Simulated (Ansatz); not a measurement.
# AlGaGeH (quartet): wave-function methods side by side at a displaced geometry (v2), cc-pVDZ

Aim: climb from Hartree-Fock through coupled cluster for AlGaGeH (quartet) at one geometry and basis, and see what each rung misses.

Computed with Ansatz 0.2.0, Gaussian basis. Level: cc-pVDZ, core rule «outside noble gas», up to 33 orbitals frozen.

The runs, in order: UHF; CCSD(T) on ROHF; CCSD(T) on UHF; BCCD(T) on ROHF; CISD as a restricted active space (open shells left free, so some higher excitations enter); CCSDT(Q) on ROHF; CCSDT(Q) on UHF.

22 further runs of the same task are left out: 10 that didn't finish, 12 set aside as unsound or not needed. Runs told in other sessions of the task aren't counted.

## Step 1: What is computed

The geometry is a PBE0/def2-TZVP stationary point (not a proven minimum) with its atoms shifted at random (size 0.100 Å). No spin-orbit coupling is included. The filled d shell of Ge, Ga may be among the frozen orbitals whatever the setting's name suggests.

4 atoms, charge 0, spin multiplicity 4.

Atoms are counted from 1 here; the program's logs count them from 0.

Bond lengths: Al1–Ge2 2.588 Å, Al1–Ga3 2.618 Å, Ge2–Ga3 2.508 Å, Ga3–H4 1.534 Å. Angles: Ge2–Al1–Ga3 57.6°, Al1–Ge2–Ga3 61.8°, Al1–Ga3–Ge2 60.6°, Al1–Ga3–H4 157.2°, Ge2–Ga3–H4 141.8°.

Geometry (Å):

```
atom    x (Å)    y (Å)    z (Å)
 Al1   0.1065  -1.9076   0.2380
 Ge2  -0.0584   0.4919   1.1933
 Ga3   0.0182   0.2110  -1.2977
  H4   0.1013   1.0184  -2.5995
```

## Step 2: UHF

Contents of in.yaml:

```yaml
crystal:
  periodic: [false, false, false]
  atoms:
    - {symbol: Al, position_ang: [0.106456, -1.907568, 0.238003]}
    - {symbol: Ge, position_ang: [-0.058419, 0.491911, 1.193278]}
    - {symbol: Ga, position_ang: [0.018202, 0.210982, -1.297725]}
    - {symbol: H, position_ang: [0.101310, 1.018377, -2.599463]}
basis:
  gaussian: {orbitals: cc-pVDZ}
magnetization: {spin_polarized: true, initial_magnetization: 3}
hamiltonian: {xc: hf}
output: {orbitals: {seedname: orbitals}}
```

Started as:

```sh
$ ansatz run in.yaml --threads 1 --pin off --events-out ev --progress --plain --max-ram 2393MiB
```

After this run come: CCSD(T) on ROHF; CCSD(T) on UHF; BCCD(T) on ROHF; CISD as a restricted active space (open shells left free, so some higher excitations enter); CCSDT(Q) on ROHF; CCSDT(Q) on UHF.

**Question.** What will the summary of the whole plan be? Wanted: UCCSDT(Q) from the RHF energy; RMP2 from UCCSDT(Q); UMP2 from UCCSDT(Q); RCCSD from UCCSDT(Q); RCCSD(T) from UCCSDT(Q); UCCSD(T) from UCCSDT(Q); RCCSDT(Q) from UCCSDT(Q); T1 diagnostic.

**Answer**, as computed:

```
                         quantity                      value
    UCCSDT(Q) from the ROHF energy                 -6.0020 eV
              RMP2 from UCCSDT(Q)                +1267.3 meV
              UMP2 from UCCSDT(Q)                +1337.5 meV
             RCCSD from UCCSDT(Q)                 +364.8 meV
          RCCSD(T) from UCCSDT(Q)                  +79.2 meV
          UCCSD(T) from UCCSDT(Q)                  +74.3 meV
         RCCSDT(Q) from UCCSDT(Q)                   +8.3 meV
levels within 1 kcal/mol (43 meV)  RCCSDT, UCCSDT, RCCSDT(Q)
                    T1 diagnostic                      0.028
```

RCCSD(T) lands +79.2 meV from the yardstick (1.3 % of the correlation energy). These misses are within one basis, not against nature; the frozen cores of restricted and unrestricted runs differ, which can shift their rows.
